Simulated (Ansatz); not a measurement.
# H4O2SZn: the cost of one run

All numbers below are computed with Ansatz 0.2.0 (RKS B3LYP-D4/def2-mTZVP).

1 further run of the same task is left out (it didn't finish).

## (1) The starting structure

Bond lengths: Zn1–O2 2.140 Å, O2–H3 1.010 Å, Zn1–O4 1.790 Å, O4–H5 1.010 Å, Zn1–S6 2.570 Å, S6–H7 1.400 Å. Angles: Zn1–O2–H3 109.5°, O2–Zn1–O4 180.0°, O2–Zn1–S6 71.6°, O4–Zn1–S6 108.4°, Zn1–O4–H5 109.5°, Zn1–S6–H7 109.5°.

Coordinates:

```xyz
8

Zn    0.0000    0.0000    0.0000
O     0.0000    0.0000    2.1400
H    -0.9095   -0.2814    2.4771
O     0.0000    0.0000   -1.7900
H     0.2547   -0.9174   -2.1271
S     2.3501   -0.6523    0.8104
H     2.3502   -1.9932    1.2127
H     1.2201   -0.3386    1.9608
```

## (2) A restrained relaxation towards end A

Springs on the bonds that form and break draw the guess towards this end; the thresholds are loose.

Input file input.yaml:

```yaml
crystal:
  periodic: [false, false, false]
  atoms:
    - { symbol: Zn, position_ang: [0.0, 0.0, 0.0] }
    - { symbol: O, position_ang: [0.0, 0.0, 2.14] }
    - { symbol: H, position_ang: [-0.9095, -0.2814, 2.4771] }
    - { symbol: O, position_ang: [0.0, 0.0, -1.79] }
    - { symbol: H, position_ang: [0.2547, -0.9174, -2.1271] }
    - { symbol: S, position_ang: [2.3501, -0.6523, 0.8104] }
    - { symbol: H, position_ang: [2.3502, -1.9932, 1.2127] }
    - { symbol: H, position_ang: [1.2201, -0.3386, 1.9608] }
basis:
  gaussian: { orbitals: def2-mTZVP }
hamiltonian:
  xc: b3lyp
  dispersion: d4
relax:
  f_tol: 0.15
  max_steps: 25
  restrain:
    - { distance: [0, 5], at: 3.47, k: 30.0 }
    - { distance: [7, 1], at: 2.21, k: 30.0 }
    - { distance: [0, 1], at: 1.79, k: 30.0 }
    - { distance: [7, 5], at: 1.4, k: 30.0 }
```

Run with:

```console
$ ansatz run input.yaml --threads 4 --pin off --max-ram 5120MiB --backend cpu --events-out ev --progress --plain --runs-dir out
```

Q: Estimate wall time and peak memory on 4 threads of Intel Xeon Platinum 8259CL at 2.50GHz (Skylake/Cascade Lake), shared host.

About 22 s, with a peak of 0.3 GiB.
